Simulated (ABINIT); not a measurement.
# CdHgS2 (P-6m2) in ABINIT: single point with LDA-PZ

Aim: the single point of CdHgS2 with LDA-PZ.

Everything below comes from runs of ABINIT 10.8.3 (patched build). Logs are shortened: lines on timing, memory, paths and dates and some standing lists are left out, and cuts for length are marked. The log counts tension as positive stress, the text compression.

**1. Starting point**

Symmetry: P-6m2, No. 187, hexagonal system. Conventional cell: a = 4.052 Å, b = 4.052 Å, c = 7.630 Å, α = 90.00°, β = 90.00°, γ = 120.00°. Around Cd (site symmetry -6m2) lie 6 S at 2.76 Å. Hg (site symmetry -6m2) is surrounded by 2 S at 2.34 Å. S (site symmetry 3m) is surrounded by 1 Hg at 2.34 Å.

The cell was built by a generator and needn't be a form met in nature.

**2. Single point, LDA-PZ**

run.abi reads:

```
# Pseudopotentials
pp_dirpath "./"
pseudos "Cd.upf, Hg.upf, S.upf"

# Structure
acell 7.6568490035 7.6568574726 14.4187048172
rprim
     1.0000000000     0.0000000000     0.0000000000
    -0.5000006810     0.8660250106     0.0000000000
     0.0000000000     0.0000000000     1.0000000000
ntypat 3
znucl 48 80 16
natom 4
typat 1 2 3 3
xred
     0.0000000000     0.0000000000     0.0000000000
     0.6666700000     0.3333300000     0.5000000000
     0.6666700000     0.3333300000     0.8068800000
     0.6666700000     0.3333300000     0.1931200000

# Plane-wave basis
ecut 1442.203471 eV

# k points
kptopt 1
ngkpt 6 6 3
nshiftk 1
shiftk 0.0 0.0 0.0

# Exchange and correlation
ixc 2

# Bands and occupations
nband 32
occopt 3
tsmear 0.05 eV

# SCF cycle
nstep 100
tolvrs 1.0e-10

# Output
iomode 3
prtwf 0
prteig 0
prtebands 0
enunit 2
prtden 1
prtvha 1
prtvclmb 1
prtpot 1
prtelf 1
```

Potentials or basis: PseudoDojo NC SR LDA v0.4.1 standard.

The run is started by

```sh
$ abinit run.abi > log 2>&1
```

run.abo:

```text
.Version 10.8.3 of ABINIT
 Symmetries : space group P-6 m 2 (#187); Bravais hP (primitive hexag.)
================================================================================
 Values of the parameters that define the memory need of the present run
     intxc =       0    ionmov =       0      iscf =       7    lmnmax =       7
     lnmax =       7     mgfft =      96  mpssoang =       4    mqgrid =    4726
     natom =       4  nloc_mem =       1    nspden =       1   nspinor =       1
    nsppol =       1      nsym =      12    n1xccc =    2501    ntypat =       3
    occopt =       3   xclevel =       1
       mpw =       13522          nfft =      279936          nkpt =          14
================================================================================
================================================================================

--------------------------------------------------------------------------------
------------- Echo of variables that govern the present computation ------------
--------------------------------------------------------------------------------
 -outvars: echo values of preprocessed input variables --------
            acell      7.6568532380E+00  7.6568532380E+00  1.4418704817E+01 Bohr
              amu      1.12411000E+02  2.00590000E+02  3.20660000E+01
             ecut      5.30000000E+01 Hartree
           enunit           2
              ixc           2
         kptrlatt        6    0    0      0    6    0      0    0    3
          kptrlen      4.32561145E+01
            natom           4
            nband          32
            ngfft          54      54      96
             nkpt          14
            nstep         100
             nsym          12
           ntypat           3
           occopt           3
        prtebands           0
           prteig           0
           prtelf           1
           prtpot           1
         prtvclmb           1
           prtvha           1
            prtwf           0
            rprim      1.0000000000E+00  0.0000000000E+00  0.0000000000E+00
                      -5.0000000000E-01  8.6602540378E-01  0.0000000000E+00
                       0.0000000000E+00  0.0000000000E+00  1.0000000000E+00
          spgroup         187
           tolvrs      1.00000000E-10
           tsmear      1.83746611E-03 Hartree
            typat      1  2  3  3
           xangst      0.0000000000E+00  0.0000000000E+00  0.0000000000E+00
                       2.0259161190E+00  1.1696632167E+00  3.8150249974E+00
                       2.0259161190E+00  1.1696632167E+00  6.1565347398E+00
                       2.0259161190E+00  1.1696632167E+00  1.4735152550E+00
            xcart      0.0000000000E+00  0.0000000000E+00  0.0000000000E+00
[... 168 lines left out ...]
 frms,max,avg= 1.1321716E-03 2.7732427E-03   0.000E+00  0.000E+00  0.000E+00 h/b

 cartesian forces (eV/Angstrom) at end:
    1     -0.00000000000000    -0.00000000000000    -0.00000000000000
    2      0.00000000000000     0.00000000000000    -0.00000000000000
    3     -0.00000000000000    -0.00000000000000    -0.14260587576367
    4     -0.00000000000000    -0.00000000000000     0.14260587576367
 frms,max,avg= 5.8218605E-02 1.4260588E-01   0.000E+00  0.000E+00  0.000E+00 e/A
 length scales=  7.656853238022  7.656853238022 14.418704817200 bohr
              =  4.051832238041  4.051832238041  7.630049994823 angstroms
 Fermi (or HOMO) energy (hartree) =   0.14656   Average Vxc (hartree)=  -0.35285
 Eigenvalues (hartree) for nkpt=  14  k points:
 kpt#   1, nband= 32, wtk=  0.00926, kpt=  0.0000  0.0000  0.0000 (reduced coord)
  -4.09468   -3.58599   -2.19496   -2.18825   -2.18825   -2.15899   -2.15899   -2.15732
  -0.33620   -0.28418   -0.15990   -0.14359   -0.14359   -0.13740   -0.13740   -0.12942
  -0.10971   -0.10971   -0.10018   -0.10018   -0.06265    0.08296    0.10685    0.10685
   0.13947    0.14357    0.14357    0.23835    0.30449    0.37402    0.37402    0.42020
      occupation numbers for kpt#   1
   2.00000    2.00000    2.00000    2.00000    2.00000    2.00000    2.00000    2.00000
   2.00000    2.00000    2.00000    2.00000    2.00000    2.00000    2.00000    2.00000
   2.00000    2.00000    2.00000    2.00000    2.00000    2.00000    2.00000    2.00000
   1.95876    1.67204    1.67204    0.00000    0.00000    0.00000    0.00000    0.00000
 prteigrs : prtvol=0 or 1, do not print more k-points.

 Fermi (or HOMO) energy (eV) =   3.98819   Average Vxc (eV)=  -9.60143
 Eigenvalues (   eV  ) for nkpt=  14  k points:
 kpt#   1, nband= 32, wtk=  0.00926, kpt=  0.0000  0.0000  0.0000 (reduced coord)
-111.42197  -97.57971  -59.72780  -59.54533  -59.54533  -58.74923  -58.74923  -58.70354
  -9.14849   -7.73298   -4.35122   -3.90738   -3.90738   -3.73880   -3.73880   -3.52159
  -2.98544   -2.98544   -2.72616   -2.72616   -1.70488    2.25753    2.90754    2.90754
   3.79515    3.90674    3.90674    6.48581    8.28559   10.17756   10.17756   11.43414
 prteigrs : prtvol=0 or 1, do not print more k-points.

--- !EnergyTerms
iteration_state     : {dtset: 1, }
comment             : Components of total free energy in Hartree
kinetic             :  1.16551982143298E+02
hartree             :  1.21767627807917E+02
xc                  : -5.77270910120534E+01
Ewald energy        : -1.92439483375273E+02
psp_core            :  5.05977749818500E+00
local_psp           : -3.70012168387210E+02
non_local_psp       :  1.26765987750946E+01
internal            : -3.64122756550042E+02
'-kT*entropy'       : -1.21574258407481E-04
total_energy        : -3.64122878124301E+02
total_energy_eV     : -9.90828827763861E+03
band_energy         : -4.44797282304038E+01
...

 Cartesian components of stress tensor (hartree/bohr^3)
  sigma(1 1)=  1.22363114E-04  sigma(3 2)=  0.00000000E+00
  sigma(2 2)=  1.22363114E-04  sigma(3 1)=  0.00000000E+00
  sigma(3 3)=  2.08358341E-04  sigma(2 1)=  0.00000000E+00

-Cartesian components of stress tensor (GPa)         [Pressure= -4.4434E+00 GPa]
- sigma(1 1)=  3.60004712E+00  sigma(3 2)=  0.00000000E+00
- sigma(2 2)=  3.60004712E+00  sigma(3 1)=  0.00000000E+00
- sigma(3 3)=  6.13011404E+00  sigma(2 1)=  0.00000000E+00

== END DATASET(S) ==============================================================
================================================================================

 -outvars: echo values of variables after computation  --------
            acell      7.6568532380E+00  7.6568532380E+00  1.4418704817E+01 Bohr
           etotal     -3.6412287812E+02
            fcart     -3.4342258745E-32 -1.3879258632E-31 -0.0000000000E+00
                       1.0302677624E-31  4.1637775895E-31 -0.0000000000E+00
                      -3.4342258745E-32 -1.3879258632E-31 -2.7732427470E-03
                      -3.4342258745E-32 -1.3879258632E-31  2.7732427470E-03
            rprim      1.0000000000E+00  0.0000000000E+00  0.0000000000E+00
                      -5.0000000000E-01  8.6602540378E-01  0.0000000000E+00
                       0.0000000000E+00  0.0000000000E+00  1.0000000000E+00
           strten      1.2236311438E-04  1.2236311438E-04  2.0835834130E-04
                       0.0000000000E+00  0.0000000000E+00  0.0000000000E+00
           xangst      0.0000000000E+00  0.0000000000E+00  0.0000000000E+00
                       2.0259161190E+00  1.1696632167E+00  3.8150249974E+00
                       2.0259161190E+00  1.1696632167E+00  6.1565347398E+00
                       2.0259161190E+00  1.1696632167E+00  1.4735152550E+00
             xred      0.0000000000E+00  0.0000000000E+00  0.0000000000E+00
                       6.6666666667E-01  3.3333333333E-01  5.0000000000E-01
                       6.6666666667E-01  3.3333333333E-01  8.0688000000E-01
                       6.6666666667E-01  3.3333333333E-01  1.9312000000E-01
 Calculation completed.
```

Run time: 7.2 min. Hardware: 1 thread of Arm Neoverse V1, shared host; peak memory 0.21 GiB.

What came out:

```
Free energy                                           : -9908.2883 eV
Pressure                                              : -4.4 GPa
Largest force                                         : 0.143 eV/Å
Band gap on the k mesh                                : none (metal or under the smearing width)
Valence electrons inside the program's atomic spheres : Cd 17.11; Hg 16.49; S 3.85
```

Forces in eV/Å, atoms in the order of the input:
```
Cd   0.000  0.000  0.000
Hg   0.000  0.000  0.000
S    0.000  0.000 -0.143
S    0.000  0.000  0.143
```

Spin-orbit coupling is left out, which matters for the levels of Hg.
